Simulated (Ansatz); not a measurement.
# PbS: a single-point run

Aim: a sound single-point run of PbS. The structure is shown as the input types it.

Program: Ansatz 0.2.0. Level of theory: density functional or hybrid calculation with the settings of its input, plane waves (as first typed). These are calculated values, not measurements.

1 further run of the same task is left out (it didn't finish).

### Step 1. The starting structure

Symmetry: Fm-3m, No. 225, cubic system. The conventional cell has a = 5.974 Å, b = 5.974 Å, c = 5.974 Å, α = 90.00°, β = 90.00°, γ = 90.00°. Pb (site symmetry m-3m) has 6 S at 2.99 Å as nearest neighbours. S (site symmetry m-3m) is surrounded by 6 Pb at 2.99 Å.

As a file:

```
CELL_PARAMETERS angstrom
0.00000 2.98723 2.98723
2.98723 0.00000 2.98723
2.98723 2.98723 0.00000
ATOMIC_POSITIONS crystal
Pb 0.00000 0.00000 0.00000
S 0.50000 0.50000 0.50000
```

### Step 2. Input and run

The input, input.yaml:

```yaml
crystal:
  lattice:
    - [0.0, 2.9872327164, 2.9872327164]
    - [2.9872327164, 0.0, 2.9872327164]
    - [2.9872327164, 2.9872327164, 0.0]
  atoms:
    - { symbol: Pb, position: [0.0, 0.0, 0.0] }
    - { symbol: S, position: [0.5, 0.5, 0.5] }
kpoints:
  mp_grid: { grid: [2, 4, 6] }
hamiltonian:
  xc: pbe
scf:
  occupations: { method: fixed }
  n_extra_bands: 4
output:
  forces: true
  stress: true
  eigenvalues: true
```

On the command line:

```sh
$ ansatz run input.yaml --threads 4 --pin off --max-ram 3686MiB --backend cpu --events-out ev --progress --plain --runs-dir out
```

What happens when this is run?

This run ends as converged, with warnings (symmetry narrowed by mesh). Its log warns: «crystal.symmetry: narrowed to the stabiliser of the k-point mesh — unitary ops 48 → 4; excluded 44 operations that carry a point of the 2×4×6 mesh (shift [0, 0 ...»

In the input, kpoints.mp_grid.grid is [2, 4, 6]. The mesh has lower symmetry than the crystal, so equivalent directions are sampled differently.

The test: set kpoints.mp_grid.grid to [6, 6, 6].
